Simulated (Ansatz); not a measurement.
**F₂H₂OSZr: one species, many methods**

An exercise on one series of results from a longer session: the logs are not shown, and one member is left open.

The runs use Ansatz 0.2.0, Gaussian basis; functionals in def2-TZVPP, the program's frozen cores in correlated methods.

Levels to be run: LDA (SPW92), PBE-D4, revPBE-D4, BLYP-D4, r2SCAN-D4, B97M-V, PBE0-D4, B3LYP-D4, r2SCANh-D4, r2SCAN0-D4, HSE06-D4, BHLYP-D4, CAM-B3LYP-D4, LC-ωPBE, ωB97X-V, ωB97M-V, B2PLYP, PBE-QIDH; CCSD(T)/def2-SVP; CCSD(T)/def2-TZVPP; MP2/def2-QZVPP; extrapolation to the limit; RPA on PBE.

**Structure used throughout**

An earlier PBE0-D4 in a triple-zeta def2 set relaxation fixed the geometry. Zr takes the def2 core potential; no spin-orbit term is included.

SMILES `[OH][Zr]([F])([F])[SH]`, 7 atoms, charge 0, spin multiplicity 1.

Atoms are counted from 1 here; the program's logs count them from 0.

Bond lengths: O1–Zr2 1.897 Å, O1–H6 0.954 Å, Zr2–F3 1.900 Å, Zr2–F4 1.900 Å, Zr2–S5 2.457 Å, S5–H7 1.346 Å. Angles: Zr2–O1–H6 167.1°, O1–Zr2–F3 111.5°, O1–Zr2–F4 111.5°, O1–Zr2–S5 107.4°, F3–Zr2–F4 107.3°, F3–Zr2–S5 109.6°, F4–Zr2–S5 109.6°, Zr2–S5–H7 90.8°.

Set-up of the first run:

in.yaml reads:

```yaml
crystal:
  periodic: [false, false, false]
  atoms:
    - {symbol: O, position_ang: [-1.073423, 0.353602, 0.990444]}
    - {symbol: Zr, position_ang: [0.227070, -0.603747, -0.005534]}
    - {symbol: F, position_ang: [1.599504, -1.286453, 1.117950]}
    - {symbol: F, position_ang: [-0.544633, -2.082700, -0.915727]}
    - {symbol: S, position_ang: [1.196620, 0.954868, -1.638145]}
    - {symbol: H, position_ang: [-1.750865, 0.648310, 1.593326]}
    - {symbol: H, position_ang: [0.407126, 1.948219, -1.188115]}
basis:
  gaussian: {orbitals: def2-TZVPP}
hamiltonian: {xc: lda}
output: {orbitals: {seedname: orbitals}}
```

Steps of the session up to this table: LDA; PBE-D4 (GGA); revPBE-D4 (GGA); BLYP-D4 (GGA); r2SCAN-D4 (meta-GGA); B97M-V (meta-GGA); PBE0-D4 (hybrid); B3LYP-D4 (hybrid); r2SCANh-D4 (hybrid); r2SCAN0-D4 (hybrid); HSE06-D4 (hybrid); BHLYP-D4 (hybrid); CAM-B3LYP-D4 (range-separated); LC-ωPBE (range-separated); ωB97X-V (range-separated); ωB97M-V (range-separated); B2PLYP (double hybrid); PBE-QIDH (double hybrid).

One table of the session follows, with a row left open; its other results are not shown here.

It belongs to the step «Orbital energies across the functionals». 

```
  functional  HOMO (eV)  gap (eV)
 LDA (SPW92)      -6.70      4.28
      PBE-D4      -6.53      4.36
   revPBE-D4      -6.46      4.40
     BLYP-D4      -6.36      4.29
   r2SCAN-D4      -6.82      4.84
      B97M-V      -6.87      4.90
     PBE0-D4      -7.76      6.45
    B3LYP-D4          ?         ?
  r2SCANh-D4      -7.28      5.61
  r2SCAN0-D4      -7.96      6.76
    HSE06-D4      -7.36      5.67
    BHLYP-D4      -8.84      8.42
CAM-B3LYP-D4      -9.06      8.79
     LC-ωPBE     -10.43     11.38
     ωB97X-V     -10.07     10.88
     ωB97M-V      -9.92     10.27
```

Estimate the missing values for B3LYP-D4.

Worked estimate for «HOMO (eV)». Against the share of exact exchange, BLYP-D4 (0, -6.36), BHLYP-D4 (0.5, -8.84) give a slope of -4.96 per unit share; at 0.2 the line stands at -7.35.

The run gave: HOMO (eV): -7.51; gap (eV): 5.94. In «HOMO (eV)» the line misses by +0.16.
